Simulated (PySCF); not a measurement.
# C2H6FPSi (SMILES C=C[SiH](F)P) at 4 levels

Wanted: a comparison of 4 runs (HF/STO-3G, B3LYP/6-31G*, PBE0/def2-SVP, MP2/6-31G**) of C2H6FPSi. The job is set up through a Python script.

The calculation is run with PySCF 2.14.0.

## Step 1: The system as given

C2H6FPSi has 11 atoms, charge 0, and is taken as a singlet. SMILES: `C=C[SiH](F)P`. The shape is that of a GFN2-xTB optimisation. This is one conformer, not always the lowest.

Bond lengths: C1–C2 1.325 Å, C2–Si3 1.885 Å, Si3–F4 1.617 Å, Si3–P5 2.244 Å, C1–H6 1.079 Å, C1–H7 1.079 Å, C2–H8 1.084 Å, Si3–H9 1.458 Å, P5–H10 1.385 Å, P5–H11 1.387 Å. Some angles: C1–C2–Si3 125.1°, C2–Si3–F4 104.8°, C2–Si3–P5 115.9°, F4–Si3–P5 106.3°, C1–C2–H8 118.6°, Si3–C2–H8 116.4°, C2–C1–H6 121.9°, C2–C1–H7 122.4°, C2–Si3–H9 113.9°, F4–Si3–H9 104.3°.

## Step 2: Energy and gradient at HF/STO-3G (run 1)

The input, input.py:

```python
# C=C[SiH](F)P
import pyscf.grad
from pyscf import gto, scf

mol = gto.Mole()
mol.atom = '''
C   -0.691390   1.592950   0.623630
C   -0.977140   0.302810   0.532560
Si   0.293930  -1.077740   0.356460
F   -0.578290  -2.438650   0.300380
P    1.527530  -1.040810  -1.518020
H    0.325070   1.954220   0.614010
H   -1.455250   2.349570   0.715410
H   -2.017960   0.000230   0.546180
H    1.148260  -1.246360   1.525930
H    1.941300   0.269750  -1.345790
H    0.483950  -0.665950  -2.350750
'''
mol.max_memory = 1860
mol.verbose = 4
mol.charge = 0
mol.basis = 'sto-3g'
mol.build()

mf = scf.RHF(mol)
mf.conv_tol = 1e-10
mf.kernel()
if not mf.converged:
    mf = mf.newton().run(mf.mo_coeff, mf.mo_occ)

e_final = mf.e_tot
print('E = %.10f Eh' % e_final)
grad = mf.Gradients().kernel()
dip = mf.dip_moment()
pop, q = mf.mulliken_pop()
```

Command:

```bash
OMP_NUM_THREADS=1 python input.py
```

Log:

```text
PySCF version 2.14.0

[... 65 lines left out ...]
converged SCF energy = -798.846582825404
[... 12 lines left out ...]
Dipole moment(X, Y, Z, Debye):  0.29354,  1.45578,  0.02916
[... 51 lines left out ...]
charge of   10H =     -0.11356
```

Run time: 2.8 s. Hardware: 1 thread of Intel Xeon at 2.70GHz, shared host; peak memory 0.12 GiB.

## Step 3: Energy and forces at B3LYP/6-31G(d) (Cartesian functions) (run 2)

The input, job.py:

```python
import pyscf.grad
from pyscf import gto, dft

mol = gto.Mole()
mol.atom = '''
C     -1.306538     3.010239     1.178490
C     -1.846527     0.572228     1.006393
Si     0.555447    -2.036633     0.673612
F     -1.092810    -4.608381     0.567636
P      2.886613    -1.966846    -2.868642
H      0.614293     3.692941     1.160311
H     -2.750024     4.440044     1.351929
H     -3.813392     0.000435     1.032131
H      2.169897    -2.355279     2.883590
H      3.668525     0.509754    -2.543175
H      0.914533    -1.258463    -4.442274
'''
mol.verbose = 4
mol.max_memory = 1860
mol.unit = 'bohr'
mol.basis = '6-31g*'
mol.cart = True
mol.build()

ks = dft.RKS(mol, xc='b3lyp')
ks.conv_tol = 1e-10
ks.grids.level = 5
ks.kernel()
if not ks.converged:
    ks = ks.newton().run(ks.mo_coeff, ks.mo_occ)

energy = ks.e_tot
print('E(%s) = %.9f' % ('B3LYP', energy))
grad = ks.Gradients().kernel()
ks.analyze()
```

Command:

```bash
OMP_NUM_THREADS=1 python job.py
```

Log:

```text
PySCF version 2.14.0

[... 109 lines left out ...]
MO #5   energy= -10.1894634923011  occ= 2
[... 17 lines left out ...]
MO #23  energy= -0.399263260309773 occ= 2
[... 17 lines left out ...]
MO #41  energy= 0.280162483555618  occ= 0
[... 17 lines left out ...]
MO #59  energy= 0.772673829423536  occ= 0
[... 17 lines left out ...]
MO #77  energy= 1.68070935320785   occ= 0
[... 17 lines left out ...]
MO #95  energy= 4.29626065419731   occ= 0
[... 109 lines left out ...]
Dipole moment(X, Y, Z, Debye): -0.28375,  2.53978,  0.23170
```

Wall time 53 s (1 thread of Intel Xeon at 2.70GHz, shared host); peak memory 0.94 GiB.

Run 3 isn't shown in full; the table further down has it.

## Step 4: Energy and forces at MP2/6-31G(d,p) (spherical functions) (run 4)

The input, run.py:

```python
# C=C[SiH](F)P
import pyscf.grad
from pyscf import gto, scf, mp

mol = gto.M(
    atom=[
    ('C', (-0.691390, 1.592950, 0.623630)),
    ('C', (-0.977140, 0.302810, 0.532560)),
    ('Si', (0.293930, -1.077740, 0.356460)),
    ('F', (-0.578290, -2.438650, 0.300380)),
    ('P', (1.527530, -1.040810, -1.518020)),
    ('H', (0.325070, 1.954220, 0.614010)),
    ('H', (-1.455250, 2.349570, 0.715410)),
    ('H', (-2.017960, 0.000230, 0.546180)),
    ('H', (1.148260, -1.246360, 1.525930)),
    ('H', (1.941300, 0.269750, -1.345790)),
    ('H', (0.483950, -0.665950, -2.350750)),
],
    verbose=3,
    basis='6-31g**',
    charge=0,
    spin=0,
    max_memory=1860,
)

mf = scf.RHF(mol)
mf.conv_tol = 1e-10
mf.kernel()
if not mf.converged:
    mf = mf.newton().run(mf.mo_coeff, mf.mo_occ)

pt = mp.MP2(mf, frozen=13).run()
e_final = pt.e_tot
print('E(%s) = %.9f' % ('MP2', e_final))
grad = pt.Gradients().kernel()
dip = mf.dip_moment()
pop, q = mf.mulliken_pop()
```

Command:

```bash
OMP_NUM_THREADS=1 python run.py
```

Log:

```text
converged SCF energy = -808.352894928655
[... 11 lines left out ...]
Dipole moment(X, Y, Z, Debye): -0.17357,  2.78723,  0.34726
[... 120 lines left out ...]
charge of   10H =     -0.04364
```

Wall time 41 s (1 thread of Intel Xeon at 2.70GHz, shared host); peak memory 0.9 GiB.

## Step 5: All runs side by side

| run | level | Cartesian functions | integration grid | energy (Eh) | dipole moment (D) of the reference | HOMO energy (eV) | LUMO energy (eV) | wall time |
| --- | --- | --- | --- | --- | --- | --- | --- | --- |
| 1 | HF/STO-3G | no | – | -798.846583 | 1.49 | -7.28 | 8.09 | 2.8 s |
| 2 | B3LYP/6-31G* (Cartesian functions) | yes | 5 | -810.543581 | 2.57 | -7.04 | -0.64 | 53 s |
| 3 | PBE0/def2-SVP | no | 5 | -809.761346 | 2.53 | -7.41 | -0.70 | 55 s |
| 4 | MP2/6-31G** (spherical functions) | no | – | -808.989811 | 2.81 | -9.80 | 3.20 | 41 s |

## Step 6: Summary of results

| quantity | value |
| --- | --- |
| run 4: total energy | -808.98981 Eh |
| run 4: dipole moment (Hartree–Fock density) | 2.81 D |
| run 4: HOMO energy (Hartree–Fock orbitals) | -9.80 eV |
| run 4: LUMO energy (Hartree–Fock orbitals) | 3.20 eV |
| run 4: HOMO–LUMO gap (Hartree–Fock orbitals) | 13.01 eV |
| run 4: correlation energy (13 core orbitals frozen) | -636.9 mEh |
| run 4: largest force on an atom | 1.394 eV/Å |

What this shows: Over runs 1, 2, 3 the dipole moment (its size) runs from 1.49 D (HF/STO-3G) to 2.57 D (B3LYP/6-31G*). The two ends differ in method and basis. Over runs 1, 2, 3 the HOMO–LUMO gap runs from 6.40 eV (B3LYP/6-31G*) to 15.38 eV (HF/STO-3G). Totals of different functionals can't be ranked against each other. In run 1 the basis is minimal, so the values are rough. All runs together took 2.5 min, the longest 55 s.
